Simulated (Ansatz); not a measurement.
# AlGaHF+ (doublet): wave-function methods side by side, cc-pVTZ

One table from this session's results is given with a row withheld; the runs are named, their logs left out.

The runs use Ansatz 0.2.0, Gaussian basis; cc-pVTZ, core rule «outside noble gas», up to 20 orbitals frozen.

To be run: UHF; CCSD(T) on ROHF; CCSD(T) on UHF; BCCD(T) on ROHF; CCSDT(Q) on ROHF; CCSDT(Q) on UHF.

4 further runs of the same task are left out: 4 set aside as unsound or not needed. Runs told in other sessions of the task aren't counted.

## The system

The geometry is a PBE0/def2-TZVP stationary point (not a proven minimum) of the parent state, kept for this charge and spin. No spin-orbit coupling is included. The filled d shell of Ga may be among the frozen orbitals whatever the setting's name suggests.

4 atoms, charge 1, spin multiplicity 2.

Atoms are counted from 1 here; the program's logs count them from 0.

Bond lengths: Al1–H4 1.648 Å, Ga2–F3 1.770 Å.

The first run:

Input file in.yaml:

```yaml
crystal:
  periodic: [false, false, false]
  atoms:
    - {symbol: Al, position_ang: [0.000000, -0.316483, 2.307778]}
    - {symbol: Ga, position_ang: [0.000000, 0.239515, -0.387410]}
    - {symbol: F, position_ang: [0.000000, -0.498414, -1.995707]}
    - {symbol: H, position_ang: [0.000000, 1.298269, 2.638305]}
basis:
  gaussian: {orbitals: cc-pVTZ}
total_charge: 1
magnetization: {spin_polarized: true, initial_magnetization: 1}
hamiltonian: {xc: hf}
output: {orbitals: {seedname: orbitals}}
```

Launch:

```console
ansatz run in.yaml --threads 1 --pin off --events-out ev --progress --plain --max-ram 2560MiB --backend cpu
```

Among the steps run: UHF; CCSD(T) on ROHF; CCSD(T) on UHF; BCCD(T) on ROHF; CCSDT(Q) on ROHF; CCSDT(Q) on UHF.

One of the session's tables, all rows but one given; the rest of the session is left out.

It belongs to the step «Misses and costs». 

| method | from UCCSDT(Q) (meV) |
| --- | --- |
| ROHF | +10549.1 |
| UHF | +10468.8 |
| RMP2 | +836.9 |
| UMP2 | +836.6 |
| RCCSD | +380.4 |
| UCCSD | +375.2 |
| RCCSD(T) | ? |
| UCCSD(T) | +40.3 |
| BCCD(T) | +35.0 |
| RCCSDT | +18.6 |
| UCCSDT | +17.2 |
| RCCSDT(Q) | +8.2 |
| UCCSDT(Q) | 0 |

Q: Estimate the row for RCCSD(T) from the others.

The run gave: from UCCSDT(Q) (meV): +41.7. In the column «from UCCSDT(Q) (meV)» it lies between UCCSD(T) (+40.3) and UCCSD (+375.2).

To keep in mind: Restricted and unrestricted rows rest on different reference determinants; a gap between their highest levels can come from leftover correlation error, from unlike frozen cores or from another state.
